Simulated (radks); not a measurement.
# The series with 5 electrons, B to Rh⁴⁰⁺

The task here is to estimate one member of a computed series from the others.

Method: scalar-relativistic Kohn-Sham, r2SCAN, spin-polarised, spherical densities, finite nucleus; open shells are filled with parallel spins first. Code: radks (a radial shooting solver on a logarithmic mesh, Libxc functionals) version 1.

### What is computed

| Property | Result |
| --- | --- |
| electrons | 5 |
| ions | B, Ne⁵⁺, P¹⁰⁺, Ca¹⁵⁺, Mn²⁰⁺, Zn²⁵⁺, Br³⁰⁺, Zr³⁵⁺, Rh⁴⁰⁺ |
| configuration | NIST ground configuration of each |

The first run:

Settings of this run:

```text
Z 5
configuration [He] 2s2 2p1
relativity scalar-relativistic
functional r2scan,r2scan
spin polarised
nucleus finite rms 2.406 fm
c 137.035999084
```

Among the steps run: B, [He] 2s2 2p1; Ne⁵⁺, [He] 2s2 2p1; P¹⁰⁺, [He] 2s2 2p1; Ca¹⁵⁺, [He] 2s2 2p1; Mn²⁰⁺, [He] 2s2 2p1; Zn²⁵⁺, [He] 2s2 2p1; Br³⁰⁺, [He] 2s2 2p1; Zr³⁵⁺, [He] 2s2 2p1; Rh⁴⁰⁺, [He] 2s2 2p1.

One table of the session follows, with a row left open; its other results are not shown here.

| ion | E (hartree) | ε(1s down) (eV) | ε(2p up) (eV) | ε(2p down, empty) (eV) | <r>(2p up) (bohr) |
| --- | --- | --- | --- | --- | --- |
| B | -24.62923 | -183.50 | -4.029 | -2.579 | 2.242 |
| Ne⁵⁺ | -116.11653 | -1000.9 | -142.47 | -136.65 | 0.6657 |
| P¹⁰⁺ | -276.90881 | -2504.9 | -452.60 | -442.35 | 0.3975 |
| Ca¹⁵⁺ | ? | ? | ? | ? | ? |
| Mn²⁰⁺ | -809.30598 | -7597.1 | -1588.1 | -1569.0 | 0.2201 |
| Zn²⁵⁺ | -1183.17502 | -11206.7 | -2416.0 | -2392.4 | 0.1797 |
| Br³⁰⁺ | -1630.89775 | -15545.4 | -3419.7 | -3391.7 | 0.1516 |
| Zr³⁵⁺ | -2154.50276 | -20633 | -4601.6 | -4569.1 | 0.1309 |
| Rh⁴⁰⁺ | -2756.44421 | -26493 | -5964.5 | -5927.5 | 0.1150 |

**Question.** Estimate the row for Ca¹⁵⁺.

As computed: E (hartree): -507.64849; ε(1s down) (eV): -4700.6; ε(2p up) (eV): -934.14; ε(2p down, empty) (eV): -919.45; <r>(2p up) (bohr): 0.2834. In the column «E (hartree)» it lies between Mn²⁰⁺ (-809.30598) and P¹⁰⁺ (-276.90881).
